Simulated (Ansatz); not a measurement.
**C₂H₉CuN₂: one species, many methods**

Aim: compute C₂H₉CuN₂ with functionals from several rungs and with coupled cluster. The yardstick is the atomisation energy at the CCSD(T) limit.

Program: Ansatz 0.2.0, Gaussian basis. Level of theory: functionals in def2-TZVPP, the program's frozen cores in correlated methods. These are calculated values, not measurements.

The runs, in order: LDA (SPW92), PBE-D4, revPBE-D4, BLYP-D4, r2SCAN-D4, B97M-V, PBE0-D4, B3LYP-D4, r2SCANh-D4, r2SCAN0-D4, HSE06-D4, BHLYP-D4, CAM-B3LYP-D4, LC-ωPBE, ωB97X-V, ωB97M-V, B2PLYP, PBE-QIDH; CCSD(T)/def2-SVP; CCSD(T)/def2-TZVPP; MP2/def2-QZVPP; extrapolation to the limit; RPA on PBE.

## 1. The relaxed structure

An earlier PBE0-D4 in a triple-zeta def2 set relaxation fixed the geometry.

14 atoms, charge 0, spin multiplicity 1.

Atoms are counted from 1 here; the program's logs count them from 0.

Bond lengths: C1–N2 1.431 Å, C1–H6 1.107 Å, C1–H7 1.094 Å, C1–H8 1.110 Å, N2–C3 1.431 Å, N2–Cu4 1.814 Å, C3–H9 1.107 Å, C3–H10 1.094 Å, C3–H11 1.110 Å, Cu4–N5 1.934 Å, N5–H12 1.015 Å, N5–H13 1.015 Å, N5–H14 1.015 Å. Angles: N2–C1–H6 111.6°, N2–C1–H7 111.4°, N2–C1–H8 113.7°, H6–C1–H7 106.9°, H6–C1–H8 105.8°, H7–C1–H8 107.0°, C1–N2–C3 111.0°, C1–N2–Cu4 122.6°, C3–N2–Cu4 122.5°, N2–C3–H9 111.6°, N2–C3–H10 111.4°, N2–C3–H11 113.7°, H9–C3–H10 106.9°, H9–C3–H11 105.8°, H10–C3–H11 107.0°, N2–Cu4–N5 177.2°, Cu4–N5–H12 110.9°, Cu4–N5–H13 111.4° and more.

## 2. LDA

This LDA is Slater exchange with PW92 correlation.

in.yaml

```yaml
crystal:
  periodic: [false, false, false]
  atoms:
    - {symbol: C, position_ang: [-1.646965, 0.663444, 0.727603]}
    - {symbol: N, position_ang: [-0.262505, 0.315462, 0.632892]}
    - {symbol: C, position_ang: [0.247748, -0.109341, 1.900182]}
    - {symbol: Cu, position_ang: [0.524758, -0.140156, -0.937099]}
    - {symbol: N, position_ang: [1.400896, -0.537405, -2.615014]}
    - {symbol: H, position_ang: [-1.814134, 1.471870, 1.465526]}
    - {symbol: H, position_ang: [-2.034640, 1.021927, -0.230596]}
    - {symbol: H, position_ang: [-2.297866, -0.176230, 1.047724]}
    - {symbol: H, position_ang: [0.132874, 0.678043, 2.670163]}
    - {symbol: H, position_ang: [1.314641, -0.344546, 1.842079]}
    - {symbol: H, position_ang: [-0.260985, -1.006882, 2.308634]}
    - {symbol: H, position_ang: [0.890780, -0.133752, -3.394615]}
    - {symbol: H, position_ang: [1.460527, -1.537859, -2.774479]}
    - {symbol: H, position_ang: [2.344891, -0.164585, -2.643002]}
basis:
  gaussian: {orbitals: def2-TZVPP}
hamiltonian: {xc: lda}
output: {orbitals: {seedname: orbitals}}
```

Launch:

```
ansatz run in.yaml --threads 2 --pin off --events-out ev --progress --plain --max-ram 32768MiB --backend cuda --devices 0, --max-vram 18GiB
```

The runs that follow: PBE-D4 (GGA); revPBE-D4 (GGA); BLYP-D4 (GGA); r2SCAN-D4 (meta-GGA); B97M-V (meta-GGA); PBE0-D4 (hybrid); B3LYP-D4 (hybrid); r2SCANh-D4 (hybrid); r2SCAN0-D4 (hybrid); HSE06-D4 (hybrid); BHLYP-D4 (hybrid); CAM-B3LYP-D4 (range-separated); LC-ωPBE (range-separated); ωB97X-V (range-separated); ωB97M-V (range-separated); B2PLYP (double hybrid); PBE-QIDH (double hybrid); CCSD(T) in def2-SVP; CCSD(T) in def2-TZVPP; MP2 in def2-QZVPP; RPA on PBE orbitals.

Before running them: what should the planned runs give, taken together? Wanted: atomisation energy, CCSD(T)/CBS; farthest beyond LDA; mean size of error, GGA; mean size of error, meta-GGA; mean size of error, hybrid; mean size of error, range-separated; mean size of error, double hybrid; gap, smallest and largest; T1 diagnostic.

**Answer**, as computed:

```
                               quantity                                                                                 value
        atomisation energy, CCSD(T)/CBS                                                                         4813.2 kJ/mol
 functionals within 24.1 kJ/mol (0.5 %)  revPBE-D4, r2SCAN-D4, B97M-V, PBE0-D4, B3LYP-D4, HSE06-D4, LC-ωPBE, ωB97X-V, ωB97M-V
                    farthest beyond LDA                                                              BHLYP-D4 (-164.7 kJ/mol)
                mean size of error, GGA                                                                           49.5 kJ/mol
           mean size of error, meta-GGA                                                                            3.0 kJ/mol
             mean size of error, hybrid                                                                           54.8 kJ/mol
    mean size of error, range-separated                                                                           17.1 kJ/mol
      mean size of error, double hybrid                                                                           53.7 kJ/mol
              gap, smallest and largest                                                  1.49 eV (BLYP-D4), 7.94 eV (LC-ωPBE)
                          T1 diagnostic                                                                                0.0214
triples share of the correlation energy                                                                                 4.1 %
```

What this shows: LDA overbinds by 732.4 kJ/mol (15 %). PBE-D4 is off by +105.5 kJ/mol. Double hybrids carry the basis error of their MP2 part in triple zeta, and no dispersion term here, so their miss is partly the set-up's. The rungs meta-GGA, range-separated miss on average by less than the doubt on the reference (24.1 kJ/mol), so they tie. Misses under about 24.1 kJ/mol are within the doubt on the reference itself, which lacks core-valence correlation, relativity and higher excitations. Hartree-Fock recovers 68 % of the binding; the rest is correlation. CCSD(T) in def2-SVP is off by -270.8 kJ/mol, more than most functionals: a good method in a small basis is no reference. Orbital gaps span 1.5 to 7.9 eV; exact exchange widens them. T1 = 0.021 passes the customary mark of 0.02 by a little. For Cu the d shell is correlated and the shells below it are frozen.
